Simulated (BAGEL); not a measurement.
# UHF/STO-3G (density fitting with qzvpp-jkfit) run of BSiH2Cl2 (SMILES [SiH2]B(Cl)Cl)

Aim: the vertical ionisation energy of BSiH2Cl2 at UHF/STO-3G (density fitting with qzvpp-jkfit), from 2 runs. 

Program for the calculation: BAGEL 1.2.2.

## Step 1: Starting point

BSiH2Cl2: 6 atoms, total charge 0, spin state doublet. As SMILES, `[SiH2]B(Cl)Cl`. The shape is that of a GFN2-xTB optimisation.

Bond lengths: Si1–B2 1.896 Å, B2–Cl3 1.758 Å, B2–Cl4 1.762 Å, Si1–H5 1.460 Å, Si1–H6 1.460 Å. Angles: Si1–B2–Cl3 121.8°, Si1–B2–Cl4 121.2°, Cl3–B2–Cl4 117.0°, B2–Si1–H5 125.4°, B2–Si1–H6 125.8°, H5–Si1–H6 108.8°.

## Step 2: The energy at UHF/STO-3G (density fitting with qzvpp-jkfit)

input.json

```json
{ "bagel" : [

{
  "title" : "molecule",
  "basis" : "sto-3g",
  "df_basis" : "qzvpp-jkfit",
  "angstrom" : true,
  "geometry" : [
    { "atom" : "Si", "xyz" : [      -0.277600,       0.899120,      -0.240490 ] },
    { "atom" : "B", "xyz" : [       0.260960,      -0.855210,       0.234790 ] },
    { "atom" : "Cl", "xyz" : [       0.075530,      -1.470010,       1.870910 ] },
    { "atom" : "Cl", "xyz" : [       0.980940,      -1.942080,      -0.950460 ] },
    { "atom" : "H", "xyz" : [      -0.162710,       1.486720,      -1.572240 ] },
    { "atom" : "H", "xyz" : [      -0.877120,       1.881470,       0.657500 ] }
  ]
},

{ "title" : "uhf", "nopen" : 1 },

{ "title" : "print", "file" : "orbitals.molden", "orbitals" : true }

]}
```

Started as:

```
BAGEL_NUM_THREADS=1 BAGEL input.json > input.out
```

Log:

```text
* using 1 threads per process

  ===============================================================
  ===============================================================

  *** Geometry ***

  { "atom" : "Si", "xyz" : [     -0.524588,      1.699091,     -0.454460 ] },
  { "atom" : "B", "xyz" : [      0.493143,     -1.616113,      0.443689 ] },
  { "atom" : "Cl", "xyz" : [      0.142731,     -2.777916,      3.535508 ] },
  { "atom" : "Cl", "xyz" : [      1.853708,     -3.669999,     -1.796109 ] },
  { "atom" : "H", "xyz" : [     -0.307477,      2.809494,     -2.971103 ] },
  { "atom" : "H", "xyz" : [     -1.657517,      3.555463,      1.242495 ] },

  Number of auxiliary basis functions:      495

  Since a DF basis is specified, we compute 2- and 3-index integrals:
    o Being stored without compression. Storage requirement is 0.005 GB

  Number of basis functions:       34
  Number of electrons      :       55

    * METHOD: MOLECULE                             0.17

  *** Open-shell HF ***

  === Nuclear Repulsion ===
   221.5756992508

      * DIIS with orbital gradients will be used.

  === UHF iteration (sto-3g) ===
      0      -1220.24130727          0.02436801           0.05
      1      -1220.31890876          0.00776828           0.05
      2      -1220.32674230          0.00319417           0.05
      3      -1220.32806165          0.00074928           0.05
      4      -1220.32850589          0.00035279           0.05
      5      -1220.32870347          0.00013563           0.05
      6      -1220.32873673          0.00003213           0.05
      7      -1220.32873831          0.00000555           0.05
      8      -1220.32873841          0.00000186           0.05
      9      -1220.32873843          0.00000065           0.05
     10      -1220.32873844          0.00000025           0.05
     11      -1220.32873844          0.00000006           0.05
     12      -1220.32873844          0.00000003           0.05
     13      -1220.32873844          0.00000001           0.05
     14      -1220.32873844          0.00000000           0.05
    * SCF iteration converged.

    * S^2 (UHF) is 0.7600

    * Permanent dipole moment:
           (    0.348772,    -1.110169,     0.288201) a.u.

    * METHOD: UHF                                  0.84

    * METHOD: PRINT                                0.00

  ===============================================================
```

Run time: 1.1 s. Hardware: 1 thread of Arm Neoverse V1, shared host.

## Step 3: The singlet cation at the same level

input.json

```json
{ "bagel": [

{
  "title": "molecule",
  "basis": "sto-3g",
  "df_basis": "qzvpp-jkfit",
  "angstrom": true,
  "geometry": [
    { "atom": "Si", "xyz": [   -0.277600,    0.899120,   -0.240490 ] },
    { "atom": "B", "xyz": [    0.260960,   -0.855210,    0.234790 ] },
    { "atom": "Cl", "xyz": [    0.075530,   -1.470010,    1.870910 ] },
    { "atom": "Cl", "xyz": [    0.980940,   -1.942080,   -0.950460 ] },
    { "atom": "H", "xyz": [   -0.162710,    1.486720,   -1.572240 ] },
    { "atom": "H", "xyz": [   -0.877120,    1.881470,    0.657500 ] }
  ]
},
{
  "title": "hf",
  "charge": 1
},
{
  "title": "print",
  "file": "orbitals.molden",
  "orbitals": true
}

]}
```

Started as:

```
BAGEL_NUM_THREADS=1 BAGEL input.json > input.out
```

Log:

```text
* using 1 threads per process

  ===============================================================
  ===============================================================

  *** Geometry ***

  { "atom" : "Si", "xyz" : [     -0.524588,      1.699091,     -0.454460 ] },
  { "atom" : "B", "xyz" : [      0.493143,     -1.616113,      0.443689 ] },
  { "atom" : "Cl", "xyz" : [      0.142731,     -2.777916,      3.535508 ] },
  { "atom" : "Cl", "xyz" : [      1.853708,     -3.669999,     -1.796109 ] },
  { "atom" : "H", "xyz" : [     -0.307477,      2.809494,     -2.971103 ] },
  { "atom" : "H", "xyz" : [     -1.657517,      3.555463,      1.242495 ] },

  Number of auxiliary basis functions:      495

  Since a DF basis is specified, we compute 2- and 3-index integrals:
    o Being stored without compression. Storage requirement is 0.005 GB

  Number of basis functions:       34
  Number of electrons      :       55

    * METHOD: MOLECULE                             0.17

  *** RHF ***

  === Nuclear Repulsion ===
   221.5756992508

      * DIIS with orbital gradients will be used.

  === RHF iteration (sto-3g) ===
      0      -1219.93981128          0.01813789           0.03
      1      -1220.09327178          0.00785274           0.02
      2      -1220.11776572          0.00106762           0.02
      3      -1220.11856337          0.00017233           0.02
      4      -1220.11859127          0.00004556           0.02
      5      -1220.11859339          0.00001409           0.02
      6      -1220.11859362          0.00000139           0.02
      7      -1220.11859362          0.00000015           0.02
      8      -1220.11859362          0.00000003           0.02
      9      -1220.11859362          0.00000001           0.02
     10      -1220.11859362          0.00000000           0.03
    * SCF iteration converged.

    * Permanent dipole moment:
           (    1.009676,    -3.252585,     0.865192) a.u.

    * METHOD: HF                                   0.36

    * METHOD: PRINT                                0.00

  ===============================================================
```

Run time: 0.64 s. Hardware: 1 thread of Arm Neoverse V1, shared host.

## Step 4: Summary of results

At UHF/STO-3G (density fitting with qzvpp-jkfit):

| quantity | value |
| --- | --- |
| doublet BSiH2Cl2: total energy | -1220.32874 Eh |
| doublet BSiH2Cl2: dipole moment | 3.05 D |
| doublet BSiH2Cl2: ⟨S²⟩ | 0.760 |
| singlet cation: total energy | -1220.11859 Eh |
| singlet cation: HOMO energy | -16.13 eV |
| singlet cation: LUMO energy | -5.03 eV |
| singlet cation: HOMO–LUMO gap | 11.09 eV |
| vertical ionisation energy (to the singlet cation) | 5.718 eV |

**Reading.** Removing an electron at fixed nuclei costs 5.72 eV (132 kcal/mol). Only the singlet of the ionised species was computed; a triplet could lie lower. In a minimal basis such a difference can be off by several eV, whatever the method.
